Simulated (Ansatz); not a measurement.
# CH2InS radical (SMILES [CH2]1[S][In]1): energies and forces away from the minimum, part 1 of 2

Aim: displace all atoms at random from the minimum and see how well density functionals give the CCSD(T) energy and forces there.

Program: Ansatz 0.2.0, Gaussian basis. Level of theory: single points with forces in def2-TZVPP. These are calculated values, not measurements.

Levels: PBE-D4, r2SCAN-D4, PBE0-D4, wB97M-V, Hartree-Fock, MP2, CCSD, CCSD(T). Each coordinate is moved by a Gaussian draw of the width named (0.7 of it for atoms other than hydrogen): 0.02, 0.12, 0.02, 0.02 Å.

Correlated methods freeze the cores. Filled d shells of the heavier atoms are correlated. Core potentials replace the inner electrons past krypton, and spin-orbit coupling is left out. Orbitals are unrestricted.

1 further run of the same task is left out (set aside as unsound or not needed).

## (1) The system as given

SMILES `[CH2]1[S][In]1`, 5 atoms, charge 0, spin multiplicity 2.

Atoms are counted from 1 here; the program's logs count them from 0.

Bond lengths: C1–S2 1.731 Å, C1–In3 2.610 Å, C1–H4 1.086 Å, C1–H5 1.083 Å, S2–In3 2.598 Å. Angles: S2–C1–In3 70.2°, S2–C1–H4 116.0°, S2–C1–H5 115.5°, In3–C1–H4 107.2°, In3–C1–H5 125.8°, H4–C1–H5 114.9°, C1–S2–In3 71.0°, C1–In3–S2 38.8°.

Geometry (Å):

```xyz
5
charge 0, multiplicity 2
C     0.2397   -0.3860    0.1806
S     0.1440    1.2753    0.6556
In   -1.4628    0.8718   -1.3458
H     1.0895   -0.6552   -0.4401
H    -0.0104   -1.1059    0.9497
```

## (2) Relaxation at PBE0-D4

File relax/in.yaml:

```yaml
crystal:
  periodic: [false, false, false]
  atoms:
    - {symbol: C, position_ang: [0.239740, -0.385970, 0.180560]}
    - {symbol: S, position_ang: [0.144020, 1.275350, 0.655580]}
    - {symbol: In, position_ang: [-1.462850, 0.871760, -1.345780]}
    - {symbol: H, position_ang: [1.089450, -0.655190, -0.440060]}
    - {symbol: H, position_ang: [-0.010360, -1.105950, 0.949700]}
basis:
  gaussian: {orbitals: def2-TZVP}
magnetization: {spin_polarized: true, initial_magnetization: 1}
hamiltonian: {xc: pbe0, dispersion: d4}
relax: {f_tol: 0.005, max_steps: 200}
```

The command line of these runs was not kept.

The program printed (excerpt; [...] marks lines left out):

```text
Functional definition: PBE0
  name "PBE0"
  cite "Adamo & Barone, J. Chem. Phys. 110, 6158 (1999) doi:10.1063/1.478522"
  cite "Perdew, Burke & Ernzerhof, Phys. Rev. Lett. 77, 3865 (1996) doi:10.1103/PhysRevLett.77.3865"
  parent pbe
[...]
1020 factors; their error is unknown
[...]
mean field -17074.27893854 eV, -627.4681776292 hartree, gradient 2.6e-5 eV, S^2 0.758058; 0 other end points of the search recorded, 0 dependent functions left out
[...]
reference -17074.27896937 eV, -627.4681787625 hartree; 23, 22 occupied and 107, 108 virtual orbitals, 1020 factors
relax step   1: F+E_penalty+E_count = -17074.38662109 eV  Δ(F+E_penalty+E_count) = +0.000e0 eV  max|allowed force component| = 7.803e-1 eV/Å  Δτ_max = 0.0000 Å  (37 SCF iters, accepted)
[...]
relax step   6: F+E_penalty+E_count = -17074.49153476 eV  Δ(F+E_penalty+E_count) = -1.471e-4 eV  max|allowed force component| = 3.861e-2 eV/Å  Δτ_max = 0.0189 Å  (39 SCF iters, accepted)
[...]
relax step   7: F+E_penalty+E_count = -17074.49157578 eV  Δ(F+E_penalty+E_count) = -4.103e-5 eV  max|allowed force component| = 4.475e-3 eV/Å  Δτ_max = 0.0082 Å  (39 SCF iters, accepted)
1020 factors; their error is unknown
mean field -17074.37509527 eV, -627.4717113242 hartree, gradient 2.7e-5 eV, S^2 0.760274; 1 other end points of the search recorded, 0 dependent functions left out
[...]
reference -17074.37512731 eV, -627.4717125015 hartree; 23, 22 occupied and 107, 108 virtual orbitals, 1020 factors
Total energy: -17074.49160782 eV, -627.4759930814 hartree
Atom 0 at     0.360622    -0.363573     0.250399 Å, force     0.003344     0.004475    -0.002733 eV/Å
Atom 1 at     0.138136     1.294650     0.587941 Å, force    -0.000754    -0.000630     0.001461 eV/Å
Atom 2 at    -1.540792     0.882683    -1.296728 Å, force    -0.001900     0.000742    -0.001102 eV/Å
Atom 3 at     1.165452    -0.692184    -0.399407 Å, force     0.000891    -0.002841     0.000406 eV/Å
Atom 4 at    -0.123418    -1.121576     0.857795 Å, force    -0.001580    -0.001746     0.001968 eV/Å
Dipole moment:    -0.284413    -0.195317    -0.362970 e Å
```

Wall time 24 s (2 threads, shared host); peak memory 0.39 GiB.

Step by step:

```
step  energy from step 1 (eV)  largest force component (eV/Å)
   1                   0.0000                          0.7803
   2                  -0.0796                          0.6707
   3                  -0.0965                          0.4439
   4                  -0.1025                          0.3317
   5                  -0.1048                          0.0188
   6                  -0.1049                          0.0386
   7                  -0.1050                          0.0045
```

Distances of close pairs at the start and the end, largest changes first:

```csv
bond,before (Å),after (Å),change (Å)
C1–In3,2.610,2.750,+0.140
S2–In3,2.598,2.557,-0.041
C1–S2,1.731,1.707,-0.024
C1–H5,1.083,1.085,+0.002
C1–H4,1.086,1.085,-0.001
```

## (3) The minimum at every level

File min-pbe-tzvpp/in.yaml:

```yaml
crystal:
  periodic: [false, false, false]
  atoms:
    - {symbol: C, position_ang: [0.360622, -0.363573, 0.250399]}
    - {symbol: S, position_ang: [0.138136, 1.294650, 0.587941]}
    - {symbol: In, position_ang: [-1.540792, 0.882683, -1.296728]}
    - {symbol: H, position_ang: [1.165452, -0.692184, -0.399407]}
    - {symbol: H, position_ang: [-0.123418, -1.121576, 0.857795]}
basis:
  gaussian: {orbitals: def2-TZVPP}
magnetization: {spin_polarized: true, initial_magnetization: 1}
hamiltonian: {xc: pbe, dispersion: d4}
```

min-r2scan-tzvpp/in.yaml differs from min-pbe-tzvpp/in.yaml so:

```diff
-hamiltonian: {xc: pbe, dispersion: d4}
+hamiltonian: {xc: r2scan, dispersion: d4}
```

min-pbe0-tzvpp/in.yaml:

```diff
-hamiltonian: {xc: pbe, dispersion: d4}
+hamiltonian: {xc: pbe0, dispersion: d4}
+output: {orbitals: {seedname: orbitals}}
```

min-b3lyp-tzvpp/in.yaml:

```diff
-hamiltonian: {xc: pbe, dispersion: d4}
+hamiltonian: {xc: {name: B3LYP}, dispersion: d4}
```

min-wb97mv-tzvpp/in.yaml:

```diff
-hamiltonian: {xc: pbe, dispersion: d4}
+hamiltonian: {xc: {name: wB97M-V}}
```

min-ccsdt-tzvpp/in.yaml:

```diff
-hamiltonian: {xc: pbe, dispersion: d4}
+correlation: {method: ccsd_t}
+scf: {omitted_lower_state_checks: [cluster_reference]}
```

Output in min-pbe-tzvpp:

```text
Functional definition: PBE
  name "PBE"
[... 2 set-up lines as earlier in the session ...]
  parameter kappa = 0.804
  parameter beta = 0.06672455060314922
  exchange = pbe_x(kappa = kappa, mu = beta*pi^2/3)
  correlation = pbe_c(beta = beta)
970 factors; their error is unknown
mean field evaluation 1: about -17057.9352 eV, gradient 5.2e1 eV
mean field evaluation 2: about -16907.9782 eV, gradient 1.2e2 eV
mean field evaluation 4: about -17070.1682 eV, gradient 2.4e1 eV
mean field evaluation 8: about -17073.5978 eV, gradient 2.2e-1 eV
mean field evaluation 16: about -17073.5872 eV, gradient 4.3e-3 eV
mean field -17073.58719682 eV, -627.4427565901 hartree, gradient 2.5e-5 eV, S^2 0.755082; 1 other end points of the search recorded, 0 dependent functions left out
reference -17073.58724148 eV, -627.4427582312 hartree; 23, 22 occupied and 128, 129 virtual orbitals, 970 factors
Total energy: -17073.72608445 eV, -627.4478606165 hartree
```

Log of min-r2scan-tzvpp:

```text
Functional definition: r2SCAN
  name "r2SCAN"
  cite "Furness, Kaplan, Ning, Perdew & Sun, J. Phys. Chem. Lett. 11, 8208 (2020) doi:10.1021/acs.jpclett.0c02405"
  cite "Furness, Kaplan, Ning, Perdew & Sun, J. Phys. Chem. Lett. 11, 9248 (2020) doi:10.1021/acs.jpclett.0c03077"
  parent r2scan
  parameter k0 = 0.174
  parameter k1 = 0.065
  parameter a1 = 4.9479
  exchange = r2scan_x(k0 = k0, k1 = k1, a1 = a1)
  correlation = r2scan_c
970 factors; their error is unknown
mean field evaluation 1: about -17067.3707 eV, gradient 4.7e1 eV
mean field evaluation 2: about -16949.8384 eV, gradient 1.1e2 eV
mean field evaluation 4: about -17078.0218 eV, gradient 1.8e1 eV
mean field evaluation 8: about -17080.0740 eV, gradient 2.8e-1 eV
mean field evaluation 16: about -17080.0630 eV, gradient 1.0e-3 eV
mean field -17080.06295894 eV, -627.6807364587 hartree, gradient 9.0e-5 eV, S^2 0.762767; 0 other end points of the search recorded, 0 dependent functions left out
reference -17080.06297733 eV, -627.6807371345 hartree; 23, 22 occupied and 128, 129 virtual orbitals, 970 factors
Total energy: -17080.09047605 eV, -627.6817476937 hartree
```

Log of min-pbe0-tzvpp (excerpt; [...] marks lines left out):

```text
[... 5 set-up lines as earlier in the session ...]
  parameter a = 0.25
[... 2 set-up lines as earlier in the session ...]
  exchange = (1 - a)*pbe_x(kappa = kappa, mu = beta*pi^2/3) + a*exact_x
[... 1 set-up line as earlier in the session ...]
1094 factors; their error is unknown
mean field evaluation 1: about -17065.4541 eV, gradient 3.9e1 eV
mean field evaluation 2: about -17039.7594 eV, gradient 7.0e1 eV
mean field evaluation 4: about -17074.1129 eV, gradient 5.9e0 eV
mean field evaluation 8: about -17074.3330 eV, gradient 1.6e-1 eV
mean field evaluation 16: about -17074.3948 eV, gradient 7.8e-4 eV
mean field -17074.39478577 eV, -627.4724349366 hartree, gradient 4.9e-5 eV, S^2 0.760283; 0 other end points of the search recorded, 0 dependent functions left out
reference -17074.39481786 eV, -627.4724361160 hartree; 23, 22 occupied and 128, 129 virtual orbitals, 1094 factors
Total energy: -17074.51129835 eV, -627.4767166951 hartree
```

Log of min-b3lyp-tzvpp (excerpt; [...] marks lines left out):

```text
Functional definition: B3LYP
  name "B3LYP"
  cite "Stephens, Devlin, Chabalowski & Frisch, J. Phys. Chem. 98, 11623 (1994) doi:10.1021/j100096a001"
  cite "Becke, Phys. Rev. A 38, 3098 (1988) doi:10.1103/PhysRevA.38.3098"
  cite "Lee, Yang & Parr, Phys. Rev. B 37, 785 (1988) doi:10.1103/PhysRevB.37.785"
  cite "Vosko, Wilk & Nusair, Can. J. Phys. 58, 1200 (1980) doi:10.1139/p80-159"
[...]
1059 factors; their error is unknown
[...]
mean field -17081.94292852 eV, -627.7498240664 hartree, gradient 2.9e-5 eV, S^2 0.757775; 0 other end points of the search recorded, 0 dependent functions left out
reference -17081.94315858 eV, -627.7498325210 hartree; 23, 22 occupied and 128, 129 virtual orbitals, 1059 factors
Total energy: -17082.17477830 eV, -627.7583443887 hartree
```

Log of min-wb97mv-tzvpp (excerpt; [...] marks lines left out):

```text
Functional definition: wB97M-V
  name "wB97M-V"
  cite "Mardirossian & Head-Gordon, J. Chem. Phys. 144, 214110 (2016) doi:10.1063/1.4952647"
  cite "Becke, J. Chem. Phys. 107, 8554 (1997) doi:10.1063/1.475007"
  cite "Vydrov & Van Voorhis, J. Chem. Phys. 133, 244103 (2010) doi:10.1063/1.3521275"
  # Of w^i u^j: cxij and so on, Table III.
[...]
  gx(w, u) = 1 - cx + cx01*u + cx10*w
  gss(w, u) = css00 + css04*u^4 + css10*w + css20*w^2 + css43*w^4*u^3
  gos(w, u) = cos00 + cos10*w + (cos20 + cos21*u)*w^2 + (cos60 + cos61*u)*w^6
[...]
      + integral(e_c_pw_mod_opposite_spin*gos(b97_w_opposite, b97_u_opposite)) + vv10(b, c)
1013 factors; their error is unknown
212 factors; integrals over basis functions are off by at most 3.7e-5 eV
[...]
mean field -17076.81004768 eV, -627.5611941746 hartree, gradient 7.7e-5 eV, S^2 0.757711; 0 other end points of the search recorded, 0 dependent functions left out
reference -17076.81009719 eV, -627.5611959942 hartree; 23, 22 occupied and 128, 129 virtual orbitals, 1013 factors
Total energy: -17076.81009719 eV, -627.5611959942 hartree
```

Output in min-ccsdt-tzvpp (excerpt; [...] marks lines left out):

```text
Functional definition: HF
  name "HF"
  cite "Fock, Z. Phys. 61, 126 (1930) doi:10.1007/BF01340294"
[... 1 set-up line as earlier in the session ...]
[...]
1075 factors; integrals over basis functions are off by at most 7.1e-4 eV
[...]
mean field -17028.97426612 eV, -625.8032616268 hartree, gradient 2.4e-6 eV, S^2 0.783861; 6 other end points of the search recorded, 0 dependent functions left out
10 core orbitals not correlated: weight in the atoms' cores, before any rotation towards them, 1.000 or more for the frozen orbitals, at most 0.000 for the correlated occupied ones
reference -17028.97426612 eV, -625.8032616268 hartree; 13, 12 occupied and 128, 129 virtual orbitals, 1075 factors
second order -16.19218480 eV of doubles, -0.00000000 eV of singles
cycle   1  -16.16981051 eV  change    2.2e-2 eV  update   1.1e-1
[...]
cycle  12  -16.73737814 eV  change   -1.6e-5 eV  update   3.0e-5
perturbative correction -0.71259007 eV, -0.0261872021 hartree
Total energy: -17046.42423434 eV, -626.4445361306 hartree
Checks for a lower state left out: cluster_reference
```

Wall times: 2.5 s (min-pbe-tzvpp), 3.9 s (min-r2scan-tzvpp), 2.9 s (min-pbe0-tzvpp), 3.5 s (min-b3lyp-tzvpp), 9 s (min-wb97mv-tzvpp), 63 s (min-ccsdt-tzvpp) on 2 threads, shared host; peak memory 2.6 GiB.

## (4) Structure 1, width 0.02 Å

File pbe-tzvpp/in.yaml:

```yaml
crystal:
  periodic: [false, false, false]
  atoms:
    - {symbol: C, position_ang: [0.356412, -0.366956, 0.258124]}
    - {symbol: S, position_ang: [0.139773, 1.310691, 0.588084]}
    - {symbol: In, position_ang: [-1.553968, 0.879782, -1.280502]}
    - {symbol: H, position_ang: [1.189265, -0.689595, -0.430745]}
    - {symbol: H, position_ang: [-0.128476, -1.121001, 0.865687]}
basis:
  gaussian: {orbitals: def2-TZVPP}
magnetization: {spin_polarized: true, initial_magnetization: 1}
hamiltonian: {xc: pbe, dispersion: d4}
output: {forces: true}
```

r2scan-tzvpp/in.yaml differs from pbe-tzvpp/in.yaml so:

```diff
-hamiltonian: {xc: pbe, dispersion: d4}
+hamiltonian: {xc: r2scan, dispersion: d4}
```

pbe0-tzvpp/in.yaml:

```diff
-hamiltonian: {xc: pbe, dispersion: d4}
-output: {forces: true}
+hamiltonian: {xc: pbe0, dispersion: d4}
+output: {forces: true, orbitals: {seedname: orbitals}}
```

wb97mv-tzvpp/in.yaml:

```diff
-hamiltonian: {xc: pbe, dispersion: d4}
+hamiltonian: {xc: {name: wB97M-V}}
```

ccsdt-tzvpp/in.yaml:

```diff
-hamiltonian: {xc: pbe, dispersion: d4}
+correlation: {method: ccsd_t}
+scf: {omitted_lower_state_checks: [cluster_reference]}
```

pbe-tzvpp printed (excerpt; [...] marks lines left out):

```text
[... 4 set-up lines as earlier in the session ...]
[...]
970 factors; their error is unknown
[...]
mean field -17073.56572861 eV, -627.4419676479 hartree, gradient 2.3e-5 eV, S^2 0.755257; 1 other end points of the search recorded, 0 dependent functions left out
[...]
reference -17073.56577326 eV, -627.4419692889 hartree; 23, 22 occupied and 128, 129 virtual orbitals, 970 factors
Total energy: -17073.70469473 eV, -627.4470745587 hartree
Atom 0 at     0.356412    -0.366956     0.258124 Å, force     0.937708     0.222466    -0.788595 eV/Å
Atom 1 at     0.139773     1.310691     0.588084 Å, force     0.128458    -0.194192     0.136509 eV/Å
Atom 2 at    -1.553968     0.879782    -1.280502 Å, force    -0.167982    -0.010853    -0.174474 eV/Å
Atom 3 at     1.189265    -0.689595    -0.430745 Å, force    -0.810765     0.199076     0.685489 eV/Å
Atom 4 at    -0.128476    -1.121001     0.865687 Å, force    -0.087419    -0.216496     0.141071 eV/Å
Dipole moment:    -0.258980    -0.183571    -0.323984 e Å
```

Log of r2scan-tzvpp (excerpt; [...] marks lines left out):

```text
[... 5 set-up lines as earlier in the session ...]
[...]
970 factors; their error is unknown
[...]
mean field -17080.03101505 eV, -627.6795625422 hartree, gradient 8.5e-5 eV, S^2 0.763001; 0 other end points of the search recorded, 0 dependent functions left out
[...]
reference -17080.03103335 eV, -627.6795632148 hartree; 23, 22 occupied and 128, 129 virtual orbitals, 970 factors
Total energy: -17080.05856966 eV, -627.6805751554 hartree
Atom 0 at     0.356412    -0.366956     0.258124 Å, force     0.955892     0.063267    -0.832003 eV/Å
Atom 1 at     0.139773     1.310691     0.588084 Å, force    -0.027057    -0.256601    -0.038941 eV/Å
Atom 2 at    -1.553968     0.879782    -1.280502 Å, force     0.039418    -0.005709     0.038689 eV/Å
Atom 3 at     1.189265    -0.689595    -0.430745 Å, force    -0.989294     0.255807     0.829999 eV/Å
Atom 4 at    -0.128476    -1.121001     0.865687 Å, force     0.021041    -0.056764     0.002257 eV/Å
Dipole moment:    -0.258699    -0.210751    -0.332289 e Å
```

pbe0-tzvpp printed (excerpt; [...] marks lines left out):

```text
[... 5 set-up lines as earlier in the session ...]
[...]
1094 factors; their error is unknown
[...]
mean field -17074.35918080 eV, -627.4711264780 hartree, gradient 2.5e-5 eV, S^2 0.760511; 0 other end points of the search recorded, 0 dependent functions left out
[...]
reference -17074.35921285 eV, -627.4711276561 hartree; 23, 22 occupied and 128, 129 virtual orbitals, 1094 factors
Total energy: -17074.47578730 eV, -627.4754116879 hartree
Atom 0 at     0.356412    -0.366956     0.258124 Å, force     0.944913     0.186403    -0.825452 eV/Å
Atom 1 at     0.139773     1.310691     0.588084 Å, force     0.015627    -0.416561    -0.049939 eV/Å
Atom 2 at    -1.553968     0.879782    -1.280502 Å, force     0.007750     0.002669     0.008729 eV/Å
Atom 3 at     1.189265    -0.689595    -0.430745 Å, force    -1.001964     0.272375     0.857531 eV/Å
Atom 4 at    -0.128476    -1.121001     0.865687 Å, force     0.033675    -0.044886     0.009131 eV/Å
Dipole moment:    -0.290146    -0.198523    -0.360917 e Å
```

Log of wb97mv-tzvpp (excerpt; [...] marks lines left out):

```text
[... 5 set-up lines as earlier in the session ...]
  # Of w^i u^j: cxij and so on, Table III.
[...]
  gx(w, u) = 1 - cx + cx01*u + cx10*w
  gss(w, u) = css00 + css04*u^4 + css10*w + css20*w^2 + css43*w^4*u^3
  gos(w, u) = cos00 + cos10*w + (cos20 + cos21*u)*w^2 + (cos60 + cos61*u)*w^6
[...]
      + integral(e_c_pw_mod_opposite_spin*gos(b97_w_opposite, b97_u_opposite)) + vv10(b, c)
1013 factors; their error is unknown
212 factors; integrals over basis functions are off by at most 3.7e-5 eV
[...]
mean field -17076.77241997 eV, -627.5598113818 hartree, gradient 7.7e-5 eV, S^2 0.757873; 0 other end points of the search recorded, 0 dependent functions left out
[...]
reference -17076.77246949 eV, -627.5598132016 hartree; 23, 22 occupied and 128, 129 virtual orbitals, 1013 factors
Total energy: -17076.77246949 eV, -627.5598132016 hartree
Atom 0 at     0.356412    -0.366956     0.258124 Å, force     0.891973     0.091239    -0.888543 eV/Å
Atom 1 at     0.139773     1.310691     0.588084 Å, force    -0.008211    -0.354224    -0.054745 eV/Å
Atom 2 at    -1.553968     0.879782    -1.280502 Å, force     0.097240    -0.041451     0.084637 eV/Å
Atom 3 at     1.189265    -0.689595    -0.430745 Å, force    -1.054349     0.291413     0.899053 eV/Å
Atom 4 at    -0.128476    -1.121001     0.865687 Å, force     0.073347     0.013022    -0.040402 eV/Å
Dipole moment:    -0.300931    -0.181993    -0.365994 e Å
```

Output in ccsdt-tzvpp (excerpt; [...] marks lines left out):

```text
[... 4 set-up lines as earlier in the session ...]
[...]
1075 factors; integrals over basis functions are off by at most 7.0e-4 eV
[...]
mean field -17028.93384709 eV, -625.8017762545 hartree, gradient 2.5e-6 eV, S^2 0.783444; 6 other end points of the search recorded, 0 dependent functions left out
10 core orbitals not correlated: weight in the atoms' cores, before any rotation towards them, 1.000 or more for the frozen orbitals, at most 0.000 for the correlated occupied ones
reference -17028.93384709 eV, -625.8017762545 hartree; 13, 12 occupied and 128, 129 virtual orbitals, 1075 factors
second order -16.19138370 eV of doubles, -0.00000000 eV of singles
cycle   1  -16.17035366 eV  change    2.1e-2 eV  update   1.1e-1
[...]
cycle  18  -16.74410720 eV  change    3.1e-8 eV  update   4.2e-7
perturbative correction -0.71599284 eV, -0.0263122516 hartree
[...]
working
working
working
working
working
working
working
Total energy: -17046.39394713 eV, -626.4434230962 hartree
Atom 0 at     0.356412    -0.366956     0.258124 Å, force     0.910383    -0.148514    -0.950312 eV/Å
Atom 1 at     0.139773     1.310691     0.588084 Å, force    -0.023906    -0.049763     0.030962 eV/Å
Atom 2 at    -1.553968     0.879782    -1.280502 Å, force     0.071188    -0.044358     0.057243 eV/Å
Atom 3 at     1.189265    -0.689595    -0.430745 Å, force    -1.009960     0.271067     0.868284 eV/Å
Atom 4 at    -0.128476    -1.121001     0.865687 Å, force     0.052295    -0.028431    -0.006177 eV/Å
Dipole moment:    -0.298771    -0.182001    -0.363658 e Å
Checks for a lower state left out: cluster_reference
```

Times: 2.6 s (pbe-tzvpp), 4.4 s (r2scan-tzvpp), 3.8 s (pbe0-tzvpp), 10 s (wb97mv-tzvpp), 9 min (ccsdt-tzvpp) on 2 threads, shared host; peak memory 2.7 GiB.

```
   method  RMS force component (eV/Å)  RMS error against CCSD(T) (eV/Å)  angle to CCSD(T) forces (°)  dipole (D)
   PBE-D4                       0.441                             0.180                         21.4        2.18
r2SCAN-D4                       0.477                             0.088                         10.3        2.26
  PBE0-D4                       0.490                             0.137                         16.0        2.42
  wB97M-V                       0.500                             0.106                         12.3        2.44
  CCSD(T)                       0.491                         reference                    reference        2.42
```

(Continued in part 2 of 2.)
